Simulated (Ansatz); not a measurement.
# Sn3Te in Ansatz: the effect of functional

The system is Sn3Te.

```xyz
4
Lattice="4.8978 0.0000 0.0000 0.0000 4.8978 0.0000 0.0000 0.0000 4.8978" Properties=species:S:1:pos:R:3 pbc="T T T"
Te    0.0000    0.0000    0.0000
Sn    0.0000    2.4489    2.4489
Sn    2.4489    0.0000    2.4489
Sn    2.4489    2.4489    0.0000
```

The cell comes from a database or a generator and needn't be the stable form of this composition.

The cell isn't the ideal one: volume scaled by 1.02.

Alike in all runs:

| Property | Result |
| --- | --- |
| Program | Ansatz 0.2.0 |
| Task | single point |
| Potentials or basis | Ansatz PAW |
| k mesh | 6 × 6 × 6 |
| Occupations | fermi-dirac, width 0.05 eV |
| Spin | no spin polarisation |

Problem. One run gave: pressure -0.5 GPa. Which functional did it use?
A. LDA
B. PBE
C. r2SCAN

Solution. B.

| functional | cutoff | pressure (GPa) |
| --- | --- | --- |
| LDA | 420 eV (not typed: the program's choice for these potentials) | -4.2 |
| r2SCAN | 500 eV (not typed: the program's choice for these potentials) | -1.1 |
| PBE | 420 eV (not typed: the program's choice for these potentials) | -0.5 |

Caveats: the PAW data sets come from PBE, with cores solved anew for the run's functional, which leaves a small shift of forces and pressure (some runs).
